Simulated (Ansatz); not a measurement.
Working through a rigid scan of one bond length of CH₅NSeSi, SMILES C=N[SiH2][SeH]

Program: Ansatz 0.2.0 through its Python package.

Contents of `ch5nsesi.xyz`:
```text
9

C     1.07730    1.13480   -0.67470
N     1.06310    0.17600    0.11560
Si   -0.23010   -1.07210    0.09770
Se   -2.13740   -0.12220    0.62030
H     0.22220    1.29310   -1.42030
H     1.81710    1.93900   -0.65520
H     0.15550   -2.09710    1.11720
H    -0.23050   -1.67770   -1.22610
H    -1.64870    0.38000    2.00840
```

Typed at the interpreter:
```pycon
>>> import ansatz as az
>>> import numpy as np
>>> molecule = az.Crystal.molecule_from_extxyz("ch5nsesi.xyz")
>>> symbols = [site.symbol for site in molecule.cartesian_sites]
>>> start = np.array([site.position_ang for site in molecule.cartesian_sites])
>>> axis = (start[7] - start[2]) / np.linalg.norm(start[7] - start[2])
>>> moving = [7]
>>> lengths, energies = [1.24, 1.34, 1.46, 1.6, 1.82, 2.18, 2.62, 3.2], []
>>> for length in lengths:
...     xyz = start.copy()
...     xyz[moving] += (length - np.linalg.norm(start[7] - start[2])) * axis
...     point = az.Crystal.molecule()
...     for symbol, place in zip(symbols, xyz):
...         point = point.atom(symbol, place.tolist())
...     base = point.calculation()
...     base = base.basis(gaussian="def2-SVP")
...     base = base.functional("R2SCAN0").spin("collinear")
...     data = base.run(threads=1).report
...     energies.append(data["free_energy_ev"])
...     print(f"r = {length:6.3f} A  E = {energies[-1]:.5f} eV  <S^2> = {abs(data['mean_field']['state']['spin_squared']):.3f}")
...
r =  1.240 A  E = -75819.32759 eV  <S^2> = 0.000
r =  1.340 A  E = -75819.89902 eV  <S^2> = 0.000
r =  1.460 A  E = -75820.13902 eV  <S^2> = 0.000
r =  1.600 A  E = -75820.04477 eV  <S^2> = 0.000
r =  1.820 A  E = -75819.49558 eV  <S^2> = 0.000
r =  2.180 A  E = -75818.29820 eV  <S^2> = 0.000
r =  2.620 A  E = -75817.12003 eV  <S^2> = 0.472
r =  3.200 A  E = -75816.54767 eV  <S^2> = 0.834
>>> print("energy above the lowest point (eV):", [round(e - min(energies), 3) for e in energies])
energy above the lowest point (eV): [0.811, 0.24, 0.0, 0.094, 0.643, 1.841, 3.019, 3.591]
```

Reading the output:
- These settings explore the input space; basis and method may be short of convergence.
- The rest of the molecule is held rigid at a force-field or estimated start geometry, and the basis set is modest; single-reference methods fail as a bond breaks.
- The expectation value of S² is noticeably off S(S+1) in at least one run, so that state is spin-contaminated.
- The whole script took 2.6 min on 1 thread of Arm Neoverse V2, with other jobs on the host, peak memory 0.47 GiB.
